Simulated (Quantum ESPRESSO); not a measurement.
## LiTaO2: Wannier functions under several settings

```
Li Ta O
1.0
     2.85440    0.00000    0.00000
    -1.42720    2.47198    0.00000
     0.00000    0.00000    5.57294
Li Ta O
1 1 2
Direct
  0.00000 0.00000 0.50000
  0.00000 0.00000 0.00000
  0.66667 0.33333 0.25535
  0.33333 0.66667 0.74465
```

The cell was built by a generator and needn't be a form met in nature.

All runs used Quantum ESPRESSO 7.5; potentials PseudoDojo 0.4.1 SR PBEsol standard; k mesh 8 × 8 × 4; given cell; no spin polarisation; cutoff 1143 eV; occupations fermi-dirac, width 0.05 eV.

```tsv
level	start	Wannier mesh	spread a function (Å²)	RMS miss of the bands (meV)
PBEsol	atomic projections with disentanglement	7 × 7 × 3	0.93	4
PBEsol	atomic projections with disentanglement, not minimised	7 × 7 × 3	1.40	4
PBEsol	SCDM with an erfc weight	7 × 7 × 3	?	?
```

Q: What stands in the row left open?

A: Spread a function 1.68 Å²; RMS miss of the bands 17 meV.

Caveats: the Wannier minimisation didn't converge (some runs).

For the row left open. Caveat: the k mesh is coarse.
